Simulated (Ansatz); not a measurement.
Born–Oppenheimer molecular dynamics of a periodic cell of 16 atoms, Li (start crystal Li, start structure bcc, volume 1.05 times the crystal's). It starts from a structure without forces on its atoms.

Theory: DFT PBE, scalar-relativistic, plane waves, PAW in Ansatz 0.2.0. Settings: accuracy low, cutoff 420 eV, k mesh 2x2x2, fermi-dirac smearing 0.11 eV, no spin polarisation.

```yaml
ensemble: NVT, Langevin thermostat
time_step: 1 fs
steps_asked: 160
set_temperature: 1300 K
friction: 0.02 /fs
seed: 831126
```

First frame:

```xyz
16
Lattice="7.0944 0.0000 0.0000 0.0000 7.0944 0.0000 0.0000 0.0000 7.0944" Properties=species:S:1:pos:R:3
Li 0.000 0.000 0.000
Li 3.547 0.000 0.000
Li 0.000 3.547 0.000
Li 0.000 0.000 3.547
Li 1.774 1.774 1.774
Li 3.547 3.547 0.000
Li 3.547 0.000 3.547
Li 5.321 1.774 1.774
Li 0.000 3.547 3.547
Li 1.774 5.321 1.774
Li 1.774 1.774 5.321
Li 3.547 3.547 3.547
Li 5.321 5.321 1.774
Li 5.321 1.774 5.321
Li 1.774 5.321 5.321
Li 5.321 5.321 5.321
```

(1) What does the run give?

(2) What happens to the structure?

(3) How do temperature and energy run in time?

## Answers

(1) The run went to its last step.

```json
{"steps done": "160", "time covered": "160 fs", "mean temperature over the second half": "1303 K", "spread of the potential energy over the second half": "9.7 meV per atom", "mean potential energy of the second half above the start": "166.9 meV per atom"}
```

A run of 0.16 ps of so small a system gives no equilibrium averages. Limits of this set-up: coarse k mesh, low accuracy level.

(2) Mean squared displacements from the first frame to the last, about the centre of mass: Li 0.56 Å². This is one draw of velocities; another would differ in detail.

(3) 
| time (fs) | T (K) | potential energy less start (eV) |
| --- | --- | --- |
| 0.0 | 1219 | 0.000 |
| 5.0 | 1305 | 0.102 |
| 10.0 | 956 | 0.369 |
| 15.0 | 684 | 0.705 |
| 20.0 | 515 | 1.012 |
| 25.0 | 708 | 1.220 |
| 30.0 | 867 | 1.323 |
| 35.0 | 865 | 1.423 |
| 40.0 | 955 | 1.512 |
| 45.0 | 928 | 1.715 |
| 50.0 | 1056 | 1.906 |
| 55.0 | 876 | 2.143 |
| 60.0 | 1014 | 2.205 |
| 65.0 | 1250 | 2.125 |
| 70.0 | 1340 | 2.056 |
| 75.0 | 1121 | 2.206 |
| 80.0 | 1189 | 2.435 |
| 85.0 | 1290 | 2.636 |
| 90.0 | 1258 | 2.719 |
| 95.0 | 1204 | 2.689 |
| 100.0 | 1399 | 2.641 |
| 105.0 | 1229 | 2.685 |
| 110.0 | 1324 | 2.684 |
| 115.0 | 1343 | 2.640 |
| 120.0 | 1220 | 2.638 |
| 125.0 | 1264 | 2.629 |
| 130.0 | 1369 | 2.540 |
| 135.0 | 1465 | 2.487 |
| 140.0 | 1406 | 2.536 |
| 145.0 | 1151 | 2.620 |
| 150.0 | 1216 | 2.717 |
| 155.0 | 1219 | 2.968 |
| 160.0 | 1209 | 3.275 |

Run time: 7.8 min on 1 thread of Arm Neoverse V2 (shared host), peak memory 0.5 GiB.
